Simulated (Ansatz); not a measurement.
# CH5BO2: small, medium and large basis sets

One table from this session's results is given with a row withheld; the runs are named, their logs left out.

Method: one geometry, several basis sets; program: Ansatz 0.2.0, Gaussian basis.

Plan: PBE0-D4/def2-SVP; ωB97M-V/def2-SVP; PBE0-D4/def2-QZVPP; ωB97M-V/def2-QZVPP; the functionals' def2-TZVPP values are taken from earlier runs.

**The relaxed structure**

An earlier PBE0-D4 in a triple-zeta def2 set relaxation fixed the geometry.

9 atoms, charge 0, spin multiplicity 1.

Atoms are counted from 1 here; the program's logs count them from 0.

Bond lengths: B1–C2 1.545 Å, B1–H5 1.198 Å, B1–H6 1.193 Å, C2–O3 1.566 Å, C2–O4 1.348 Å, C2–H7 1.091 Å, O3–H8 0.964 Å, O4–H9 0.963 Å. Angles: C2–B1–H5 118.4°, C2–B1–H6 118.7°, H5–B1–H6 121.2°, B1–C2–O3 64.5°, B1–C2–O4 121.9°, B1–C2–H7 122.3°, O3–C2–O4 110.5°, O3–C2–H7 106.4°, O4–C2–H7 114.6°, C2–O3–H8 109.2°, C2–O4–H9 110.7°.

Coordinates:

```xyz
9
CH5BO2
B     0.6488    0.5969   -0.7035
C    -0.5122    0.1011    0.1876
O     0.6833   -0.8961    0.0204
O    -0.6343    0.4806    1.4749
H     0.5398    0.4926   -1.8924
H     1.4863    1.2941   -0.2184
H    -1.3903   -0.4002   -0.2229
H     0.4457   -1.5696   -0.6265
H    -1.1785   -0.1456    1.9638
```

The first run:

The input, in.yaml:

```yaml
crystal:
  periodic: [false, false, false]
  atoms:
    - {symbol: B, position_ang: [0.648766, 0.596908, -0.703491]}
    - {symbol: C, position_ang: [-0.512241, 0.101130, 0.187554]}
    - {symbol: O, position_ang: [0.683292, -0.896112, 0.020428]}
    - {symbol: O, position_ang: [-0.634296, 0.480634, 1.474914]}
    - {symbol: H, position_ang: [0.539809, 0.492643, -1.892396]}
    - {symbol: H, position_ang: [1.486265, 1.294057, -0.218440]}
    - {symbol: H, position_ang: [-1.390273, -0.400247, -0.222926]}
    - {symbol: H, position_ang: [0.445652, -1.569595, -0.626549]}
    - {symbol: H, position_ang: [-1.178472, -0.145618, 1.963807]}
basis:
  gaussian: {orbitals: def2-SVP}
hamiltonian: {xc: pbe0, dispersion: d4}
output: {orbitals: {seedname: orbitals}}
```

The run is started by

```
$ ansatz run in.yaml --threads 2 --pin off --events-out ev --progress --plain --max-ram 4352MiB
```

Among the steps run: PBE0-D4 in def2-SVP; ωB97M-V in def2-SVP; PBE0-D4 in def2-QZVPP; ωB97M-V in def2-QZVPP.

One of the session's tables, all rows but one given; the rest of the session is left out.

```
functional       basis  HOMO (eV)  LUMO (eV)
   PBE0-D4    def2-SVP      -8.07       0.72
   PBE0-D4  def2-TZVPP      -8.20       0.16
   PBE0-D4  def2-QZVPP      -8.24      -0.18
   ωB97M-V    def2-SVP     -10.40       2.46
   ωB97M-V  def2-TZVPP     -10.57       1.64
   ωB97M-V  def2-QZVPP          ?          ?
```

Estimate the missing values for ωB97M-V, def2-QZVPP.

As computed: HOMO (eV): -10.60; LUMO (eV): 1.03. In the column «HOMO (eV)» it is the lowest.
